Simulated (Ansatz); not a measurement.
# CH3BCl (SMILES C[B]Cl): UHF/3-21G

What is the electronic atomisation energy of CH3BCl at UHF/3-21G? 

The results are computed with Ansatz 0.2.0.

70 further runs of the same task are left out: 70 set aside as unsound or not needed.

**1. The molecule**

The species is CH3BCl (6 atoms), meant as a doublet with charge 0. SMILES: `C[B]Cl`. The coordinates come from a PBE0-D4/def2-TZVP relaxation.

Bond lengths: C1–B2 1.544 Å, B2–Cl3 1.727 Å, C1–H4 1.099 Å, C1–H5 1.095 Å, C1–H6 1.091 Å. Angles: C1–B2–Cl3 126.1°, B2–C1–H4 106.5°, B2–C1–H5 113.2°, B2–C1–H6 113.0°, H4–C1–H5 107.2°, H4–C1–H6 106.6°, H5–C1–H6 109.9°.

**2. The energy at UHF/3-21G**

The input, run.yaml:

```yaml
crystal:
  periodic: [false, false, false]
  atoms:
    - {symbol: C, position_ang: [-0.289900, 0.325200, -0.312400]}
    - {symbol: B, position_ang: [0.195300, -1.059500, 0.167700]}
    - {symbol: Cl, position_ang: [1.467800, -1.355700, 1.297800]}
    - {symbol: H, position_ang: [-1.073500, 0.641700, 0.390700]}
    - {symbol: H, position_ang: [0.494200, 1.088800, -0.289700]}
    - {symbol: H, position_ang: [-0.752000, 0.295400, -1.300400]}
basis:
  gaussian:
    orbitals: 3-21G.json
magnetization:
  spin_polarized: true
  initial_magnetization: 1
hamiltonian:
  xc: hf
accuracy: high
output:
  orbitals: {seedname: orbitals}
```

The basis set 3-21G is read from a file made from the Basis Set Exchange's data (not shown).

Run with:

```console
$ ansatz run run.yaml --threads 1 --pin off --max-ram 3480MiB --events-out events.jsonl --progress --plain --runs-dir runs
```

The log of the run:

```text
Warning: RAYON_NUM_THREADS=1 ignored (pool sized by the plan → 1); use --threads N
Functional definition: HF
  name "HF"
  exchange = exact_x
  correlation = 0
835 factors; integrals over basis functions are off by at most 3.1e-9 eV
mean field evaluation 1: about -14181.4183 eV, gradient 1.3e1 eV
mean field evaluation 2: about -14181.5638 eV, gradient 1.3e1 eV
mean field evaluation 4: about -14182.9696 eV, gradient 1.8e0 eV
mean field evaluation 8: about -14183.0286 eV, gradient 2.4e-1 eV
mean field evaluation 16: about -14183.0299 eV, gradient 2.8e-8 eV
mean field -14183.02989381 eV, -521.2167349944 hartree, gradient 4.3e-8 eV, S^2 0.752883; 0 other end points of the search recorded, 0 dependent functions left out
reference -14183.02989381 eV, -521.2167349944 hartree; 16, 15 occupied and 21, 22 virtual orbitals, 835 factors
Total energy: -14183.02989381 eV, -521.2167349944 hartree
```

Wall time 0.38 s (1 thread of Arm Neoverse V1, shared host).

**3. The B atom, same level**

The input, job.yaml:

```yaml
crystal:
  periodic: [false, false, false]
  atoms:
    - {symbol: B, position_ang: [0.000000, 0.000000, 0.000000]}
basis:
  gaussian:
    orbitals: 3-21G.json
accuracy: high
hamiltonian:
  xc: hf
magnetization:
  spin_polarized: true
  initial_magnetization: 1
```

The basis set 3-21G is read from a file made from the Basis Set Exchange's data (not shown).

Run with:

```console
$ ansatz run job.yaml --threads 1 --pin off --max-ram 3480MiB --events-out events.jsonl --progress --plain --runs-dir runs
```

The log of the run:

```text
Warning: RAYON_NUM_THREADS=1 ignored (pool sized by the plan → 1); use --threads N
[... 4 set-up lines as earlier in the session ...]
42 factors; integrals over basis functions are off by at most 2.1e-9 eV
mean field evaluation 1: about -663.4978 eV, gradient 3.5e0 eV
mean field evaluation 2: about -663.4979 eV, gradient 3.5e0 eV
mean field evaluation 4: about -663.6787 eV, gradient 2.3e-1 eV
mean field evaluation 8: about -663.6792 eV, gradient 1.1e-4 eV
mean field evaluation 16: about -663.4788 eV, gradient 1.4e0 eV
mean field evaluation 32: about -663.6792 eV, gradient 7.4e-3 eV
mean field -663.67922630 eV, -24.3897617087 hartree, gradient 3.1e-9 eV, S^2 0.750312; 1 other end points of the search recorded, 0 dependent functions left out
reference -663.67922630 eV, -24.3897617087 hartree; 3, 2 occupied and 6, 7 virtual orbitals, 42 factors
Total energy: -663.67922630 eV, -24.3897617087 hartree
```

It took 0.04 s on 1 thread of Arm Neoverse V1, shared host.

**4. The C atom, same level**

The input, in.yaml:

```yaml
crystal:
  periodic: [false, false, false]
  atoms:
    - {symbol: C, position_ang: [0.000000, 0.000000, 0.000000]}
basis:
  gaussian:
    orbitals: 3-21G.json
magnetization:
  spin_polarized: true
  initial_magnetization: 2
hamiltonian:
  xc: hf
accuracy: high
```

The basis set 3-21G is read from a file made from the Basis Set Exchange's data (not shown).

Run the same way, it converges to -37.48107 Eh (log not shown).

**5. The Cl atom, same level**

The input, molecule.yaml:

```yaml
basis:
  gaussian: {orbitals: 3-21G.json}
crystal:
  periodic: [false, false, false]
  atoms:
    - {symbol: Cl, position_ang: [0.000000, 0.000000, 0.000000]}
magnetization: {spin_polarized: true, initial_magnetization: 1}
hamiltonian: {xc: hf}
accuracy: high
```

The basis set 3-21G is read from a file made from the Basis Set Exchange's data (not shown).

Run with:

```console
$ ansatz run molecule.yaml --threads 1 --pin off --max-ram 3480MiB --events-out events.jsonl --progress --plain --runs-dir runs
```

The log of the run:

```text
Warning: RAYON_NUM_THREADS=1 ignored (pool sized by the plan → 1); use --threads N
[... 4 set-up lines as earlier in the session ...]
77 factors; integrals over basis functions are off by at most 2.5e-9 eV
mean field evaluation 1: about -12443.0941 eV, gradient 2.3e0 eV
mean field evaluation 2: about -12443.0959 eV, gradient 2.2e0 eV
mean field evaluation 4: about -12443.1283 eV, gradient 2.2e-1 eV
mean field evaluation 8: about -12443.1289 eV, gradient 2.9e-3 eV
mean field evaluation 16: about -12443.1234 eV, gradient 6.8e-1 eV
mean field evaluation 32: about -12443.1289 eV, gradient 9.0e-3 eV
mean field -12443.12887118 eV, -457.2765517601 hartree, gradient 6.4e-8 eV, S^2 0.750372; 0 other end points of the search recorded, 0 dependent functions left out
reference -12443.12887118 eV, -457.2765517601 hartree; 9, 8 occupied and 4, 5 virtual orbitals, 77 factors
Total energy: -12443.12887118 eV, -457.2765517601 hartree
```

It took 0.06 s on 1 thread of Arm Neoverse V1, shared host.

**6. The H atom**

The input, molecule.yaml:

```yaml
crystal:
  periodic: [false, false, false]
  atoms:
    - {symbol: H, position_ang: [0.000000, 0.000000, 0.000000]}
basis:
  gaussian:
    orbitals: 3-21G.json
magnetization:
  spin_polarized: true
  initial_magnetization: 1
accuracy: high
hamiltonian:
  xc: hf
```

The basis set 3-21G is read from a file made from the Basis Set Exchange's data (not shown).

Run the same way, it converges to -0.49620 Eh (log not shown).

**7. Summary of results**

At UHF/3-21G:

```
                                    quantity          value
                      molecule: total energy  -521.21673 Eh
molecule: HOMO energy (highest over α and β)       -9.21 eV
 molecule: LUMO energy (lowest over α and β)        2.21 eV
                              molecule: ⟨S²⟩          0.753
                        B atom: total energy   -24.38976 Eh
                                B atom: ⟨S²⟩          0.750
                        C atom: total energy   -37.48107 Eh
                                C atom: ⟨S²⟩          2.001
                       Cl atom: total energy  -457.27655 Eh
                               Cl atom: ⟨S²⟩          0.750
                        H atom: total energy    -0.49620 Eh
                                H atom: ⟨S²⟩          0.750
               electronic atomisation energy      15.803 eV
```

In words: Taking the molecule apart into free atoms costs 15.80 eV (364 kcal/mol), before zero-point energy and without spin-orbit coupling. Hartree–Fock lacks the correlation of the bonding pairs, which as a rule makes this value much too low; in minimal bases other errors can mask that. The basis has no polarisation functions, which makes bonds too weak.
